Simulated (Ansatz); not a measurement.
Working through a single point in a Gaussian basis of CH4GeOSe, SMILES [GeH3][O]C=[Se]

Computed with Ansatz 0.2.0 through its Python package.

The script reads `ch4geose.xyz`:
```text
8

Ge   -1.22120   -0.24680    0.11060
O     0.38040   -0.79600   -0.52820
C     1.51260   -0.02030   -0.32140
Se    1.89380    1.68200    0.56340
H    -1.58580    1.12290   -0.51710
H    -2.30800   -1.28920   -0.25640
H    -1.14140   -0.10410    1.65210
H     2.46960   -0.34850   -0.70310
```

At the Python prompt:
```pycon
>>> import warnings
>>> import ansatz as az
>>> warnings.simplefilter('ignore', az.DeckWarning)
>>> ch4geose = az.Crystal.molecule_from_extxyz('ch4geose.xyz')
>>> model = (
...     ch4geose.calculation()
...     .basis(gaussian='def2-SVPD')
...     .functional('cam_b3lyp')
... )
>>> done = model.run(threads=1)
>>> r = done.report
>>> r['reference_energy_ev']
-125003.95924869404
>>> r['published_state_doubts']
[]
>>> print('reference energy %16.6f eV' % r['reference_energy_ev'])
reference energy   -125003.959249 eV
>>> print('total energy     %16.6f eV' % r['free_energy_ev'])
total energy       -125003.959249 eV
>>> print('occupied orbitals outside the frozen core (up, down):', r['n_occupied'], ' frozen:', r['n_frozen'], ' virtual:', r['n_virtual'])
occupied orbitals outside the frozen core (up, down): [42, 42]  frozen: 0  virtual: [112, 112]
```

Reading the output:
- Total energies depend on the basis set; only differences at equal settings carry meaning.
- The geometry is a force-field or estimated start, not a minimum of this method, and the basis set is short of its limit.
- It ran for 7.5 s on 1 thread of Arm Neoverse V2, with other jobs on the host, peak memory 0.52 GiB.
